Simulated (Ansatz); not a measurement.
# SiH3Br+ (doublet): two Jahn-Teller modes

A grid of calculations on BrH₃Si, charge +1, spin multiplicity 2, to see where the energy is lowest and how it rises around there.

Computed with Ansatz 0.2.0. Level: UHF/def2-TZVP.

**1. The starting structure**

5 atoms, charge 0, spin multiplicity 1.

Atoms are counted from 1 here; the program's logs count them from 0.

Bond lengths: Si1–Br2 2.240 Å, Si1–H3 1.500 Å, Si1–H4 1.500 Å, Si1–H5 1.500 Å. Angles: Br2–Si1–H3 108.9°, Br2–Si1–H4 108.9°, Br2–Si1–H5 108.9°, H3–Si1–H4 110.1°, H3–Si1–H5 110.1°, H4–Si1–H5 110.1°.

Geometry (Å):

```mol
BrH3Si
  3D, bonds by distance, orders not assigned

  5  4  0  0  0  0  0  0  0  0999 V2000
   -0.0010    0.0016   -0.1570 Si  0  0
    0.0130   -0.0208    2.0829 Br  0  0
    1.4157    0.0114   -0.6508 H   0  0
   -0.7181    1.2334   -0.6253 H   0  0
   -0.7097   -1.2255   -0.6499 H   0  0
  1  2  8  0
  1  3  8  0
  1  4  8  0
  1  5  8  0
M  END
```

This geometry comes from a loose relaxation at PBE in a small basis, which is not shown.

**5. Plan of the scan**

First coordinate, normal mode 2 (680 cm⁻¹, of the parent): 15 values from −0.338 amu½·Å. Second coordinate, normal mode 3 (680 cm⁻¹, of the parent): 15 values from −0.338 amu½·Å.

Nothing else is relaxed (straight displacements along the two mass-weighted modes). Energies count from the ion of charge +1 at the geometry of the relaxed parent of charge +0. Points are written as (first, second).

The modes come from a phonon run on the reference cell, made beforehand.

Displacement patterns for an amplitude of 1 (Å):

```csv
atom,x1,y1,z1,x2,y2,z2
Si1,0.000,0.049,0.000,0.049,0.000,0.000
Br2,0.000,-0.010,0.000,-0.010,0.000,0.000
H3,0.001,-0.181,-0.002,-0.196,0.007,-0.735
H4,0.001,-0.183,-0.639,-0.182,0.000,0.369
H5,0.000,-0.195,0.636,-0.181,-0.009,0.369
```

(The set-up runs are not shown.)

**6. The run at (−0.290 amu½·Å, 0.000 amu½·Å)**

The input, input.yaml:

```yaml
crystal:
  periodic: [false, false, false]
  atoms:
    - { symbol: Si, position_ang: [-0.001026, -0.01248, -0.171858] }
    - { symbol: Br, position_ang: [0.012883, -0.017641, 2.060144] }
    - { symbol: H, position_ang: [1.390112, 0.063718, -0.63762] }
    - { symbol: H, position_ang: [-0.705546, 1.264205, -0.427621] }
    - { symbol: H, position_ang: [-0.696942, -1.146899, -0.821543] }
magnetization:
  spin_polarized: true
  initial_magnetization: 1
total_charge: 1
basis:
  gaussian: { orbitals: def2-TZVP }
hamiltonian:
  xc: hf
output:
  forces: true
```

Started as:

```console
$ ansatz run input.yaml --threads 1 --pin off --max-ram 2560MiB --backend cpu --events-out ev --progress --plain --runs-dir out
```

The session goes on with these runs: the other points that were computed.

**Question.** What will these runs give? Wanted: lowest point; highest computed point; largest force on an atom.

**Answer**, as computed:

```
                       quantity                                                                                                      value
                   lowest point                                                                   (0.000 amu½·Å, −0.145 amu½·Å), −11.4 meV
         highest computed point                                                 (−0.338 amu½·Å, −0.338 amu½·Å), 106.4 meV above the lowest
largest force on an atom (eV/Å)  3.64 at (−0.193 amu½·Å, 0.097 amu½·Å) to 3.89 at (−0.338 amu½·Å, −0.338 amu½·Å); 3.65 at the lowest point
        time for the whole task                                                                            23 min on 1 thread, shared host
```

What this shows: The lowest computed point is at (0.000 amu½·Å, −0.145 amu½·Å), −11.4 meV from the ion of charge +1 at the geometry of the relaxed parent of charge +0; the map holds 3 wells of about this depth. No other kind of well shows on this grid. The highest computed point, (0.338 amu½·Å, −0.338 amu½·Å), lies 106.4 meV above the lowest. On the interpolated surface the easiest way out of the lowest well to the well at (−0.145 amu½·Å, 0.048 amu½·Å) passes a barrier of about 3.5 meV. Round the minimum the two coordinates are nearly uncoupled. Near the degeneracy a single determinant is a rough description.
